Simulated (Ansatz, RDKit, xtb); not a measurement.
# Isomers of Si3NH8Cl, a sample narrowed down

Which of a sample of isomers of Si3NH8Cl is the most stable in the gas at 298.15 K, and what are its properties? The sample is small against all isomers, and the most stable one of this formula need not be in it.

Plan: many cheap relaxations first (GFN2-xTB), then density-functional screening, relaxation at PBE-D3(BJ)/def2-SVP, vibrations (at GFN2-xTB) and a final energy. The numbers are computed, not measured.

## 1. Possible bonding patterns

Isomers were taken from a list of plausible structures; this is a sample, not all of them. That gives 3 candidates.

```csv
label,SMILES,spin
c233,[SiH3]N([SiH3])[SiH2]Cl,singlet
c278,[SiH3]N[Si@@H]([SiH3])Cl,singlet
c855,[SiH3][SiH2]N[SiH2]Cl,singlet
```

Candidates are built by distance geometry, with a force field where one applies, in up to four conformers (letters a to d).

Q: Predict the outcome of this search (final energies at CCSD(T)/def2-SVP + MP2/def2-TZVPP - MP2/def2-SVP).

| quantity | value |
| --- | --- |
| lowest structure found | [SiH3]N([SiH3])[SiH2]Cl, singlet |
| next finalist | [SiH3]N[Si@@H]([SiH3])Cl, singlet, 14.4 kcal/mol higher in G |
| share at equilibrium, among the finalists | 100.0 % |

`[SiH3]N([SiH3])[SiH2]Cl` comes out lowest. Among the finalists first place is clear (14.4 kcal/mol); structures outside the list aren't covered. GFN2-xTB, HF/STO-3G, r2SCAN-D4/def2-SVP, PBE-D3(BJ)/def2-SVP, HF/def2-SVP and MP2/def2-SVP already put its bonding pattern lowest among the structures in one piece. 4 minima inside the window were never screened. Lowest found is not proven lowest: the search is finite, and each finalist counts with one conformer. Only 3 drawn patterns were tried, so whole families of isomers are missing, and the result ranks this sample alone. The lowest isomer need not be the one that is made and kept in a bottle, which depends on barriers.
